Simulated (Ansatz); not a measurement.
# CHFSSi (SMILES F[SiH]=C=S): functionals against CCSD(T) at one geometry

One table from this session's results is given with a row withheld; the runs are named, their logs left out.

Program: Ansatz 0.2.0, Gaussian basis. Level of theory: single points in def2-TZVPP. These are calculated values, not measurements.

Correlated methods freeze the cores.

## The system as given

SMILES `F[SiH]=C=S`, 5 atoms, charge 0, spin multiplicity 1.

Atoms are counted from 1 here; the program's logs count them from 0.

Bond lengths: F1–Si2 1.678 Å, Si2–C3 1.916 Å, Si2–H5 1.368 Å, C3–S4 1.653 Å. Angles: F1–Si2–C3 108.2°, F1–Si2–H5 109.6°, C3–Si2–H5 123.0°, Si2–C3–S4 145.4°.

Coordinates:

```
F     1.36780    1.44780   -0.25040
Si    0.00180    0.72190    0.39870
C    -0.18930   -1.01100   -0.39590
S    -1.16550   -1.99350   -1.29760
H    -0.02880    0.92870    1.75100
```

Set-up of the first run:

run/in.yaml reads:

```yaml
crystal:
  periodic: [false, false, false]
  atoms:
    - {symbol: F, position_ang: [1.367800, 1.447800, -0.250400]}
    - {symbol: Si, position_ang: [0.001800, 0.721900, 0.398700]}
    - {symbol: C, position_ang: [-0.189300, -1.011000, -0.395900]}
    - {symbol: S, position_ang: [-1.165500, -1.993500, -1.297600]}
    - {symbol: H, position_ang: [-0.028800, 0.928700, 1.751000]}
basis:
  gaussian: {orbitals: def2-TZVPP}
correlation: {method: ccsd_t}
output: {forces: true}
```

No record of the launch command was kept for these runs.

Steps of the session up to this table: CCSD(T)/def2-TZVPP; PBE0-D4/def2-TZVPP; wB97M-V/def2-TZVPP; r2SCAN-D4/def2-TZVPP; PBE-D4/def2-TZVPP; BLYP-D4/def2-TZVPP; CAM-B3LYP-D4/def2-TZVPP.

One table of the session follows, with a row left open; its other results are not shown here.

```
      method  RMS force component (eV/Å)  angle to CCSD(T) forces (°)  dipole (D)
     CCSD(T)                       1.829                    reference        1.74
     PBE0-D4                       2.052                          6.8        1.75
     wB97M-V                           ?                            ?           ?
   r2SCAN-D4                       1.962                          5.0        1.65
      PBE-D4                       1.832                          7.7        1.61
     BLYP-D4                       1.721                          8.7        1.64
CAM-B3LYP-D4                       2.074                          9.0        1.84
```

Q: Estimate the row for wB97M-V from the others.

**Answer.** RMS force component (eV/Å): 2.019; angle to CCSD(T) forces (°): 9.1; dipole (D): 1.81. In the column «RMS force component (eV/Å)» it lies between r2SCAN-D4 (1.962) and PBE0-D4 (2.052).
